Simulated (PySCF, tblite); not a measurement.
# C5H6NS radical: geometry, infrared bands and EPR parameters

Aim: predict the infrared bands and EPR parameters of C5H6NS radical (`Cc1[c]nsc1C`).

The runs use tblite 0.8.0 and PySCF 2.14.0, with density-fitted response routines of our own; the level of theory stands in each step. All values are computed, except where a source is named. Atoms are numbered from 0 throughout.

## Step 1: The starting structure

13 atoms, charge 0, multiplicity 2; geometry from: force field or distance geometry start.

Bonds of the start (Å): C0–C1 1.51, C1–C2 1.33, C2–N3 1.31, N3–S4 1.74, S4–C5 1.67, C5–C6 1.47, C5–C1 1.38, C0–H7 1.12, C0–H8 1.11, C0–H9 1.13, C6–H10 1.12, C6–H11 1.12, C6–H12 1.13.

## Step 2: Optimising the geometry with GFN2-xTB

What the job is given:

```
{"job": {"kind": "relax", "xc": "GFN2-xTB", "basis": "xTB"}, "charge": 0, "multiplicity": 2}
C     -1.374800    -0.944300    -0.004300
C     -0.751900     0.426100    -0.025800
C     -1.434900     1.566800    -0.045700
N     -0.766300     2.697900    -0.065200
S      0.911200     2.235900    -0.010900
C      0.612500     0.597000     0.002800
C      1.615000    -0.479900     0.038800
H     -1.026700    -1.424800    -0.953100
H     -0.998200    -1.473200     0.901400
H     -2.505900    -0.870000    -0.010100
H      2.656700    -0.072200    -0.070900
H      1.464800    -1.212700    -0.792100
H      1.594200    -1.046100     1.017500
```

Run with:

```
$ OMP_NUM_THREADS=1 python probes_run.py task.json out
```

The driver reads the jobs from task.json and runs them one after another.

**Question.** This job is followed by: GFN2-xTB harmonic vibrations, gas phase; PBE0-D3(BJ)/def2-SVP geometry optimisation, gas phase; UKS B3LYP, IGLO-III on C N S, pcH-1 on H, non-relativistic, mean-field spin-orbit, GIAO. Predict these results of the whole session: strongest single infrared mode (GFN2-xTB); zero-point energy (GFN2-xTB); point group; rotational constants (main isotopes); g(iso) (B3LYP); ⟨S²⟩; largest a(iso) (averaged by class); surface potential, 1st and 99th percentile.

**Answer**, as computed:

| quantity | value |
| --- | --- |
| strongest single infrared mode (GFN2-xTB) | 1606 cm⁻¹, 64 km/mol |
| zero-point energy (GFN2-xTB) | 60.1 kcal/mol |
| point group | C1 |
| rotational constants (main isotopes) | 3.44, 2.39, 1.44 GHz |
| g(iso) (B3LYP) | 2.00033 |
| ⟨S²⟩ | 0.756 (exact 0.75) |
| largest a(iso) (averaged by class) | 13C on C2, 473.5 MHz |
| surface potential, 1st and 99th percentile | -1.48 V and 1.13 V |

Relaxing lowered the energy by 0.549 eV in 30 steps; the close pair that moved most is C1–C2, from 1.330 to 1.403 Å (GFN2-xTB). No mode is imaginary among the 33: a minimum at this level. The strongest single mode, at 1606 cm⁻¹, moves mainly C2 and N3. GFN2-xTB is a fitted tight-binding method: band positions and strengths are rough. Its intensities can rank the bands wrongly. Over 6 steps the energy fell by 0.140 eV; of the close pairs, N3–S4 changed most, 1.648 to 1.694 Å (PBE0/def2-SVP). C2 carries the largest spin population, 0.83 e. The isotropic g lies 2.0 ppt below the free-electron value.
